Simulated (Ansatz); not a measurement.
# As (diamond type): how the settings move a single-point run

Aim: see which settings change the result for As (diamond type), by how much, and at what cost.

Program: Ansatz 0.2.0. Level of theory: reference: DFT, LDA, norm-conserving pseudopotentials, Ansatz's default files, scalar-relativistic. These are calculated values, not measurements.

2 further runs of the same task are left out: 2 that didn't finish. Runs told in other sessions of the task aren't counted.

### 1 The system as given

The structure is cubic, space group Fd-3m (No. 227). Conventional cell: a = 4.391 Å, b = 4.391 Å, c = 4.391 Å, α = 90.00°, β = 90.00°, γ = 90.00°. As (site symmetry -43m) has 4 As at 1.90 Å in its first shell of neighbours.

Structure file:

```xyz
2
Lattice="0.0000 2.1954 2.1954 2.1954 0.0000 2.1954 2.1954 2.1954 0.0000" Properties=species:S:1:pos:R:3 pbc="T T T"
As   -0.5489   -0.5489   -0.5489
As    0.5489    0.5489    0.5489
```

### 2 Baseline

input.yaml

```yaml
crystal:
  lattice:
    - [0.0, 2.1954020278, 2.1954020278]
    - [2.1954020278, 0.0, 2.1954020278]
    - [2.1954020278, 2.1954020278, 0.0]
  atoms:
    - { symbol: As, position: [-0.125, -0.125, -0.125] }
    - { symbol: As, position: [0.125, 0.125, 0.125] }
kpoints:
  mp_grid: { grid: [13, 13, 13] }
scf:
  occupations: { method: fermi_dirac, width: 0.05 }
hamiltonian:
  xc: lda
  pseudopotentials: { kind: nc }
output:
  forces: true
  stress: true
  eigenvalues: true
```

The run is started by

```bash
> ansatz run input.yaml --threads 1 --pin off --max-ram 2048MiB --backend cpu --events-out ev --progress --plain --runs-dir out
```

### 3 Changed: dr2_threshold 1.0e-06

Changes to input.yaml since step 2:

```diff
@@ -12,2 +12,3 @@
   occupations: { method: fermi_dirac, width: 0.05 }
+  convergence: { dr2_threshold: 1.0e-06 }
 hamiltonian:
```

What does the calculation give? Wanted: for each run, ending; energy change; pressure; gap; force.

The runs gave:

| run | ending | energy change | pressure (GPa) | gap (eV) | force (eV/Å) | cycles | time |
| --- | --- | --- | --- | --- | --- | --- | --- |
| reference | converged | 0 | 310.6 | 0.00 | 0.00 | 7 | 7.7 s |
| 1: dr2_threshold 1.0e-06 | converged | 0.0 meV/atom | 310.6 | 0.00 | 0.00 | 6 | 6.8 s |

Residual by cycle in the longest SCF loop of each run; runs are numbered as in the table. The quantity is the density residual dr2, in eV.

| cycle | reference | run 1 |
| --- | --- | --- |
| 1 | 0.543 | 0.543 |
| 2 | 0.215 | 0.215 |
| 3 | 0.0047 | 0.0047 |
| 4 | 1.6e-4 | 1.6e-4 |
| 5 | 1.3e-6 | 1.3e-6 |
| 6 | 3.2e-8 | 3.2e-8 |
| 7 | 4.1e-10 | - |

What this shows: With the changed convergence setting the energy agrees within 0.5 meV/atom. Cost: 6 SCF cycles against 7. Semilocal functionals close small gaps, so the missing gap need not be the real solid's. The structure is not at rest: the sound run finds 311 GPa, so these are no properties of the relaxed crystal. 
